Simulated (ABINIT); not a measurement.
Crystal: Ti3Se.

```
CELL_PARAMETERS angstrom
3.19745 0.00000 0.00000
-1.59872 2.76907 0.00000
0.00000 0.00000 7.94275
ATOMIC_POSITIONS crystal
Se 0.00000 0.00000 0.00000
Ti 0.66667 0.33333 0.50000
Ti 0.33333 0.66667 0.77290
Ti 0.33333 0.66667 0.22710
```

The cell comes from a database or a generator and needn't be the stable form of this composition.

| Quantity | Value |
| --- | --- |
| Program | ABINIT 10.8.3 (patched build) |
| Task | relaxation of cell and atoms |
| Functional | LDA |
| Potentials or basis | JTH PAW LDA v2.0 |
| Cutoff | 408 eV |
| k mesh | 10 × 10 × 4 |
| Occupations | fermi-dirac, width 0.05 eV |
| Spin | no spin polarisation |

At the start: pressure -7.6 GPa; volume 17.58 Å³/atom.

**Question.** Where does the relaxation end?

**Answer.** Over 7 steps the energy falls by 28.7 meV/atom and the volume is 16.44 Å³/atom (-6.5 %); space group P-6m2 (No. 187, to 0.05 Å).

The path:
| step | energy change (eV) | largest force (eV/Å) | pressure (GPa) | volume (Å³) |
| --- | --- | --- | --- | --- |
| 1 | 0.0000 | 0.0937 | -7.62 | 70.32 |
| 2 | -0.0657 | 0.0089 | -5.14 | 68.70 |
| 3 | -0.1128 | 0.1654 | 0.44 | 65.64 |
| 4 | -0.1135 | 0.1318 | -0.03 | 65.86 |
| 5 | -0.1141 | 0.0932 | -0.22 | 65.92 |
| 6 | -0.1148 | 0.0191 | -0.25 | 65.88 |
| 7 | -0.1150 | 0.0017 | -0.09 | 65.78 |

Final structure:
```xyz
4
Lattice="3.1291 0.0000 0.0000 -1.5646 2.7099 0.0000 0.0000 0.0000 7.7573" Properties=species:S:1:pos:R:3 pbc="T T T"
Se    0.0000    0.0000    0.0000
Ti    1.5646    0.9033    3.8787
Ti    0.0000    1.8066    5.9848
Ti    0.0000    1.8066    1.7725
```
